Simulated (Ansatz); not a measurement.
A run of Ansatz 0.2.0:

The input input.yaml:

```yaml
crystal:
  lattice:
    - [2.44567, 0.0, 0.0]
    - [0.0, 3.37048, 0.0]
    - [0.0, 0.0, 27.40863]
  atoms:
    - { symbol: Si, position: [0.0, 0.0, 0.32064] }
    - { symbol: Si, position: [0.5, 0.5, 0.26312] }
kpoints:
  mp_grid: { grid: [11, 8, 1] }
scf:
  occupations: { method: fermi_dirac, width: 0.05 }
hamiltonian:
  xc: pbe
  pseudopotentials: { kind: all_electron, lapw: { basis_error: 0.002 } }
output:
  forces: true
  stress: true
relax:
  f_tol: 0.005
  max_steps: 60
```

Potentials or basis: all-electron LAPW, scalar-relativistic.

The run is started by

```bash
$ ansatz run input.yaml --threads 4 --pin off --max-ram 12288MiB --backend cpu --events-out ev --progress --plain --runs-dir out
```

Hardware: 4 threads of Intel(R) Xeon(R) Processor @ 2.50GHz (Skylake/Cascade Lake) (shared host).

Task: Estimate the wall time of this run.

Result: Run time: 18 s on 4 threads of Intel(R) Xeon(R) Processor @ 2.50GHz (Skylake/Cascade Lake), on a shared host, peak memory 0.44 GiB. Counts: scf iterations 20, plane waves 1355, k points 30, bands 16, ion steps 5.
